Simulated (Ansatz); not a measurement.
# C2H4AlF: how energies converge with the basis set

Aim: see how fast density functionals converge with the basis set for C2H4AlF.

Computed with Ansatz 0.2.0, Gaussian basis. Level: one geometry, several basis sets.

Plan: PBE0-D4/def2-SVP; ωB97M-V/def2-SVP; PBE0-D4/def2-QZVPP; ωB97M-V/def2-QZVPP; the functionals' def2-TZVPP values are taken from earlier runs.

## Step 1: Structure used throughout

An earlier PBE0-D4 in a triple-zeta def2 set relaxation fixed the geometry.

8 atoms, charge 0, spin multiplicity 1.

Atoms are counted from 1 here; the program's logs count them from 0.

Bond lengths: C1–C2 1.336 Å, C1–H5 1.089 Å, C1–H6 1.088 Å, C2–Al3 1.926 Å, C2–H7 1.089 Å, Al3–F4 1.652 Å, Al3–H8 1.578 Å. Angles: C2–C1–H5 121.9°, C2–C1–H6 123.0°, H5–C1–H6 115.1°, C1–C2–Al3 117.9°, C1–C2–H7 117.5°, Al3–C2–H7 124.6°, C2–Al3–F4 120.4°, C2–Al3–H8 121.7°, F4–Al3–H8 117.9°.

## Step 2: PBE0-D4 in def2-SVP

File in.yaml:

```yaml
crystal:
  periodic: [false, false, false]
  atoms:
    - {symbol: C, position_ang: [0.611908, 1.238347, -0.082899]}
    - {symbol: C, position_ang: [-0.207344, 0.389125, 0.543331]}
    - {symbol: Al, position_ang: [-0.435788, -1.365859, -0.215923]}
    - {symbol: F, position_ang: [-1.430813, -2.467806, 0.507712]}
    - {symbol: H, position_ang: [1.139843, 0.961487, -0.994314]}
    - {symbol: H, position_ang: [0.802482, 2.249264, 0.272801]}
    - {symbol: H, position_ang: [-0.698791, 0.740068, 1.449190]}
    - {symbol: H, position_ang: [0.310603, -1.801826, -1.535697]}
basis:
  gaussian: {orbitals: def2-SVP}
hamiltonian: {xc: pbe0, dispersion: d4}
output: {orbitals: {seedname: orbitals}}
```

The runs that follow: ωB97M-V in def2-SVP; PBE0-D4 in def2-QZVPP; ωB97M-V in def2-QZVPP.

Q: Predict the results of all the runs planned. Wanted: PBE0-D4: double and triple zeta above quadruple; ωB97M-V: double and triple zeta above quadruple.

**Answer**, as computed:

```
                                       quantity          value
PBE0-D4: double and triple zeta above quadruple  8.66, 0.49 eV
ωB97M-V: double and triple zeta above quadruple  8.83, 0.47 eV
```

**Reading.** PBE0-D4 gains 8.17 eV from double to triple zeta, then 0.49 eV more. These are total energies; as a rule much of such shifts cancels in differences, which this series doesn't test.
